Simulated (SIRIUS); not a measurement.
As, 2 atoms in the cell. Symmetry: R-3m, No. 166, trigonal system. Conventional cell: a = 3.762 Å, b = 3.762 Å, c = 10.542 Å, α = 90.00°, β = 90.00°, γ = 120.00°. As (site symmetry 3m) is surrounded by 3 As at 2.51 Å. 

- Program: SIRIUS 7.10.0
- Task: single point
- Functional: PBEsol
- Potentials or basis: PseudoDojo 0.4.1 PBEsol standard (scalar relativistic)
- Cutoff: 1152 eV
- Density cutoff: 4606 eV
- k mesh: 9 × 9 × 9
- Occupations: fermi-dirac, width 0.05 eV
- Spin: no spin polarisation
- Libxc names: ["XC_GGA_X_PBE_SOL", "XC_GGA_C_PBE_SOL"]
- Energy tol: 1e-08 Ha
- Density tol: 1e-06
- Mixer: anderson
- Mixing beta: 0.7
- Max scf: 100
- Radial cutoff for the potentials' integrals: 6.5 bohr

Potentials or basis: PseudoDojo 0.4.1 PBEsol standard (scalar relativistic).

Run with:

```console
$ upf_to_json As.upf
$ OMP_NUM_THREADS=1 sirius.scf --input=sirius.json --output=out.json --task=0
```

Hardware: 1 thread of Arm Neoverse V1, on a shared host.

Task: Estimate the wall time of this run.

Result: It took 2.9 min on 1 thread of Arm Neoverse V1, on a shared host, peak memory 0.69 GiB. Counts: scf iterations 11, k points 85, plane waves 3841, bands 23.
